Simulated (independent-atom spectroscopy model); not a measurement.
# Cs3CdBr5: spectra and optical constants from atomic data

Aim: from the formula and density of Cs3CdBr5, work out its fluorescence spectrum, its thin-foil X-ray spectrum, its X-ray refractive index and its attenuation of X-rays.

The numbers are computed with independent-atom spectroscopy model (version 2): independent atoms, textbook formulas over atomic cross sections; no chemical shifts or fine structure; level and line energies, yields and scattering factors come from tables.

## 1. What is given

* formula: Cs3CdBr5
* density: 4.061 g/cm³ (from a DFT-relaxed cell)
* molar mass: 910.65 g/mol
* atoms per volume: 24.2 per nm³

| element | atoms (%) | mass (%) |
| --- | --- | --- |
| Cs | 33.3 | 43.8 |
| Cd | 11.1 | 12.3 |
| Br | 55.6 | 43.9 |

## 2. X-ray fluorescence of a thick sample

Model: primary fluorescence of a thick sample under monochromatic X-rays (Sherman equation, cascade cross sections of xraylib); no secondary enhancement or detector response; lines over 1 keV and 0.3 percent, close pairs merged; depth is the 1/e depth of the way in and out.

Input values:

```json
{
  "elements": ["Cs", "Cd", "Br"],
  "counts": [3, 1, 5],
  "density": 4.061,
  "photon_energy": 17.479,
  "incidence_angle": 60,
  "take_off_angle": 40
}
```

Units: density in g/cm³, photon_energy in keV, incidence_angle in degrees, take_off_angle in degrees.

## 3. X-ray lines from a thin foil

Model: thin-foil X-ray emission: photons = atoms x relativistic binary-encounter-Bethe cross section (averaged denominator) with Coster-Kronig feeding x tabulated yield and branching; no absorption or detector response; main K, L (from Ca) and M (from Gd) lines over 0.5 percent, close pairs merged.

Input values:

```json
{
  "elements": ["Cs", "Cd", "Br"],
  "counts": [3, 1, 5],
  "density": 4.061,
  "beam_energy": 60.0,
  "range_end": 40
}
```

Units: density in g/cm³, beam_energy in keV, range_end in keV.

## 4. Optical constants in the X-ray range

Model: refractive index n = 1 - delta + i beta from Henke atomic scattering factors, independent atoms (rough under about 100 eV); 1/e length of the intensity, critical angle sqrt(2 delta) where beta is under 0.3 delta.

Input values:

```json
{
  "elements": ["Cs", "Cd", "Br"],
  "counts": [3, 1, 5],
  "density": 4.061,
  "photon_energy": [91.84, 249.0, 277.0, 294.0, 902.0, 929.7, 1253.6, 2040.0, 4510.8, 9251.7, 12398.4]
}
```

Units: density in g/cm³, photon_energy in eV.

## 5. Mass attenuation

Model: mass attenuation by the mixture rule over the Elam, Ravel and Sieber tables (photoabsorption, coherent and incoherent scattering); narrow-beam half-value layer.

Input values:

```json
{
  "elements": ["Cs", "Cd", "Br"],
  "counts": [3, 1, 5],
  "density": 4.061,
  "photon_energy": [3.66, 3.7, 8.28, 15, 17.48, 30, 122.1, 150, 200, 511]
}
```

Units: density in g/cm³, photon_energy in keV.

**Question.** What will these runs give? Wanted: strongest fluorescence line; depth of that line; strongest thin-foil line.

As calculated:

| quantity | value |
| --- | --- |
| strongest fluorescence line | Br Kα1+2, 11.91 keV |
| depth of that line | 14.1 μm |
| strongest thin-foil line | Br Lα1+2, 1.481 keV |
| δ, β at 12398 eV | 4.54e-06, 2.08e-07 |
| 1/e length at 12398 eV | 38.3 μm |
| critical angle there | 0.173° |
| half-value layer at 3.660 and 511.0 keV | 0.00253 and 19.0 mm |

What this shows: In the fluorescence the strongest is Br Kα1+2 at 11.91 keV; Br gives 99 % of the summed signal with 56 % of the atoms. Cd shows nothing within the model's range and threshold. The strongest feature of the thin-foil spectrum is Br Lα1+2 at 1.481 keV. With 56 % of the atoms, Br carries 62 % of the listed signal. From 91.84 to 12398 eV the 1/e length grows by a factor of 900. Absorption leads at 200.0 keV and Compton scattering from 511.0 keV on. Bonding is absent from the model, so shifts and fine structure near edges are missing.
